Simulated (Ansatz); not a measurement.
## Ta3AsAu2O13 under changes of volume

One of the cells (15.769 Å³/atom); the others are scaled copies at fixed shape and fractional positions:

```
CELL_PARAMETERS angstrom
5.72385 -0.00745 -0.00403
1.30279 6.25499 0.00561
0.27574 1.30074 8.36754
ATOMIC_POSITIONS crystal
Ta 0.21713 0.30521 0.58431
Ta 0.03325 0.11123 0.99855
Ta 0.58248 0.62145 0.50482
As 0.58707 0.89691 0.83049
Au 0.58004 0.09228 0.18613
Au 0.04485 0.82077 0.44682
O 0.66201 0.69726 0.71088
O 0.51632 0.13418 0.69625
O 0.85098 0.88773 0.91932
O 0.34466 0.87003 0.94651
O 0.73015 0.29240 0.03095
O 0.24622 0.21809 0.11075
O 0.12900 0.09398 0.49104
O 0.48032 0.38887 0.43499
O 0.05966 0.26685 0.78594
O 0.93330 0.53240 0.45645
O 0.49975 0.85161 0.34971
O 0.25256 0.62988 0.62473
O 0.91878 0.95175 0.22636
```

The cell was built by a generator and needn't be a form met in nature.

- Program: Ansatz 0.2.0
- Functional: PBE
- Potentials or basis: Ansatz PAW
- Cutoff: 420 eV (not typed: the program's choice for these potentials)
- k mesh: 5 × 5 × 4
- Occupations: fermi-dirac, width 0.05 eV
- Spin: no spin polarisation

| volume (Å³/atom) | energy over the lowest point (meV/atom) | pressure (GPa) | gap on the mesh (eV) | largest force (eV/Å) |
| --- | --- | --- | --- | --- |
| 14.823 | 31.70 | 11.4 | 1.51 | 1.372 |
| 15.139 | 13.56 | 7.1 | 1.44 | 0.880 |
| 15.454 | 3.28 | 3.4 | 1.36 | 0.425 |
| 15.769 | 0.00 | 0.0 | 1.30 | 0.012 |
| 16.085 | 3.02 | -3.0 | 1.23 | 0.386 |
| 16.400 | ? | ? | ? | ? |
| 16.716 | 25.30 | -8.1 | 1.11 | 1.080 |

Q: What does the run at 16.400 Å³/atom give?

A: Energy over the lowest point 11.66 meV/atom; pressure -5.7 GPa; gap on the mesh 1.17 eV; largest force 0.747 eV/Å.

Worked out: A Birch-Murnaghan fit of order 3 (a polynomial in V^(-2/3)) to the other rows has its minimum at 15.77 Å³/atom with B0 = V·E''(V) = 159 GPa and B' = 4.5 at fixed shape and positions, which overstates the stiffness. It gives 11.62 meV/atom at 16.400 Å³/atom, against the run's 11.66, and -dE/dV = -5.7 GPa, against -5.7. A straight line through the other rows of the gap, of slope -3.34 eV per unit of ln V, gives 1.17 eV, against the run's 1.17.

Energies are extrapolated to zero smearing.

Caveats: odd divisions of the mesh miss points on the zone boundary, where band edges often lie, so the gap on the mesh can be too wide; spin-orbit coupling is left out, which moves the levels of the heavy elements; forces of over 1 eV/Å show positions far from the minimum, so gaps and moduli don't describe the material at rest (some runs).

A mesh can miss the band edges.
